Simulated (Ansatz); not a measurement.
# C2H3Ga: the cost of one run

Program: Ansatz 0.2.0, Gaussian basis. Level of theory: BLYP/def2-SVP. These are calculated values, not measurements.

### Step 1. Structure used throughout

An earlier PBE0-D4 in a triple-zeta def2 set relaxation fixed the geometry.

SMILES `C#[C][GaH2]`, 6 atoms, charge 0, spin multiplicity 1.

Atoms are counted from 1 here; the program's logs count them from 0.

Bond lengths: C1–C2 1.210 Å, C1–H4 1.067 Å, C2–Ga3 1.916 Å, Ga3–H5 1.560 Å, Ga3–H6 1.560 Å. Angles: C2–C1–H4 180.0°, C1–C2–Ga3 179.9°, C2–Ga3–H5 118.1°, C2–Ga3–H6 118.1°, H5–Ga3–H6 123.8°.

### Step 2. The run

File in.yaml:

```yaml
crystal:
  periodic: [false, false, false]
  atoms:
    - {symbol: C, position_ang: [-1.232679, -1.331657, -0.249931]}
    - {symbol: C, position_ang: [-0.419038, -0.451760, -0.086229]}
    - {symbol: Ga, position_ang: [0.870608, 0.940768, 0.176286]}
    - {symbol: H, position_ang: [-1.950111, -2.107405, -0.394658]}
    - {symbol: H, position_ang: [1.778603, 1.339158, -1.028324]}
    - {symbol: H, position_ang: [0.952637, 1.610885, 1.582876]}
basis:
  gaussian: {orbitals: def2-SVP}
hamiltonian: {xc: {name: BLYP}}
md: {timestep: 1 fs, n_steps: 50, ensemble: nve, temperature: 1500, initial_velocities: maxwell_boltzmann, seed: 299}
```

Command:

```console
> ansatz run in.yaml --threads 4 --pin off --events-out ev --progress --plain --max-ram 10444MiB
```

Q: Estimate wall time and peak memory on 4 threads of Arm Neoverse V2, shared host.

About 21 s, with a peak of 0.31 GiB.
